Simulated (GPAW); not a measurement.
Runs of GPAW 26.7.0 on Hf2Pd2Se2Br2O3. The typed cell holds 11 atoms: a = 5.607 Å, b = 5.574 Å, c = 8.642 Å, α = 75.02°, β = 81.24°, γ = 74.12°. The cell was built by a generator and needn't be a form met in nature.

```tsv
task	level	k mesh	ranks	band path	band points	mesh quality	gap on the mesh (eV)	pressure (GPa)	largest force (eV/Å)
band structure	PBE	5 × 5 × 4	8	XGY,LGZ,NGM,RG	100	not flagged	-	(b)	0.34
single point	PBE+D4	3 × 3 × 2	-	-	-	coarse	none	-1.0	(a)
single point	PBE+D3(BJ)	3 × 3 × 2	-	-	-	coarse	none	-1.2	0.33
single point	PBE+D3	3 × 3 × 2	-	-	-	coarse	none	-1.0	0.33
single point	PBE	3 × 3 × 2	-	-	-	coarse	none	0.6	0.32
```

Alike in all rows: potentials or basis GPAW PAW data sets (gpaw-data 1.2.1), pw; no spin polarisation; cell as given; cutoff (eV) 800; smearing fermi-dirac 0.05 eV.

Estimate the missing entries.

(a) 0.31; (b) 0.5.

Caveats: some runs use coarse meshes; pairwise dispersion overbinds metals, which lowers pressure and volume (some runs).

A k mesh can miss the band edges, and the runs leave out spin-orbit coupling on Br, Hf, Pd, Se.

A gap of «none» marks a metal or a gap under the smearing width.

Not every run made on this cell is shown here.
